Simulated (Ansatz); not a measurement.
# HfCl+ (quintet): the correlation ladder, def2-TZVPP

The task here is to estimate one member of a computed series from the others.

Method: def2-TZVPP, core rule «outside noble gas», up to 9 orbitals frozen; program: Ansatz 0.2.0, Gaussian basis.

Plan: UHF; ROHF; CCSD(T) on UHF.

2 further runs of the same task are left out: 2 set aside as unsound or not needed.

### The geometry

The geometry is a PBE0/def2-TZVP stationary point (not a proven minimum) of the parent state, kept for this charge and spin. No spin-orbit coupling is included. Elements past krypton take def2 core potentials.

2 atoms, charge 1, spin multiplicity 5.

Atoms are counted from 1 here; the program's logs count them from 0.

Bond lengths: Hf1–Cl2 2.226 Å.

Geometry (Å):

```xyz
2
charge 1, multiplicity 5
Hf    0.0000    0.0000    0.0000
Cl    0.0000    0.0000    2.2264
```

Set-up of the first run:

File in.yaml:

```yaml
crystal:
  periodic: [false, false, false]
  atoms:
    - {symbol: Hf, position_ang: [0.000000, 0.000000, 0.000000]}
    - {symbol: Cl, position_ang: [0.000000, 0.000000, 2.226400]}
basis:
  gaussian: {orbitals: def2-TZVPP}
total_charge: 1
magnetization: {spin_polarized: true, initial_magnetization: 4}
hamiltonian: {xc: hf}
output: {orbitals: {seedname: orbitals}}
```

The run is started by

```console
> ansatz run in.yaml --threads 1 --pin off --events-out ev --progress --plain --max-ram 2560MiB --backend cpu
```

Among the steps run: UHF; ROHF; CCSD(T) on UHF.

One table of the session follows, with a row left open; its other results are not shown here.

It belongs to the step «Misses and costs». 

| method | from UCCSD(T) (kcal/mol) |
| --- | --- |
| ROHF | +146.30 |
| UHF | ? |
| UMP2 | +22.17 |
| UCCSD | +4.89 |
| UCCSD(T) | 0 |

**Question.** Estimate the row for UHF.

**Answer.** from UCCSD(T) (kcal/mol): +139.70. In the column «from UCCSD(T) (kcal/mol)» it lies between UMP2 (+22.17) and ROHF (+146.30).
